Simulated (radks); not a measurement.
**Br⁻ held by a Watson sphere**

An exercise on one series of results from a longer session: the logs are not shown, and one member is left open.

Program: radks (a radial shooting solver on a logarithmic mesh, Libxc functionals) version 1. Level of theory: scalar-relativistic Kohn-Sham, LDA (Slater exchange, VWN5 correlation), spin-unpolarised, spherical densities, point nucleus. These are calculated values, not measurements, unless marked.

### The system

| Item | Value |
| --- | --- |
| element | bromine (Z = 35) |
| charge | -1 |
| electrons | 36 |
| configuration | [Kr] |

Outer shells as boxes (Hund's rule):

Br⁻
```
[Ar] core
3d [↑↓][↑↓][↑↓][↑↓][↑↓]
4s [↑↓]
4p [↑↓][↑↓][↑↓]
```

Set-up of the first run:

The run's settings:

```text
Z 35
configuration [Kr]
relativity scalar-relativistic
functional lda,vwn5
spin unpolarised
nucleus point
c 137.035999084
watson charge 1 radius 2.2 bohr
response adiabatic LDA kernel
```

Launch:

```console
> python run_ks.py task.json out
```

This one command runs every case of the session in turn.

Among the steps run: R = 2.2 bohr; R = 2.58 bohr; R = 2.75 bohr; R = 3.24 bohr; R = 3.92 bohr; R = 4.51 bohr; R = 4.6 bohr.

One of the session's tables, all rows but one given; the rest of the session is left out.

| R (bohr) | highest level (eV) | its <r> (bohr) | sum of <r²> (bohr²) | α (bohr³) |
| --- | --- | --- | --- | --- |
| 2.2 | -8.505 | 2.120 | 45.87 | 24.25 |
| 2.58 | -8.021 | 2.166 | 47.48 | 27.26 |
| 2.75 | ? | ? | ? | ? |
| 3.24 | -7.143 | 2.226 | 49.75 | 33.00 |
| 3.92 | -6.311 | 2.267 | 51.42 | 38.87 |
| 4.51 | -5.682 | 2.290 | 52.44 | 43.50 |
| 4.6 | -5.594 | 2.292 | 52.56 | 44.15 |

Q: Estimate the row for R (bohr) = 2.75 from the others.

Worked estimate for «highest level (eV)». A straight line through the neighbours (2.58, -8.021) and (3.24, -7.143) gives -8.021 + (-7.143 + 8.021) × (2.75 − 2.58) / (3.24 − 2.58) = -7.795; a parabola fitted to 4 rows on both sides gives -7.784.

**Answer.** highest level (eV): -7.794; its <r> (bohr): 2.183; sum of <r²> (bohr²): 48.13; α (bohr³): 28.70. In «highest level (eV)» the line misses by -0.001 and the parabola by +0.010.

In words: From R = 2.2 to 4.6 bohr the top level moves from -8.505 to -5.594 eV and its mean radius from 2.12 to 2.29 bohr. A wider sphere makes a shallower well, so the ion swells.
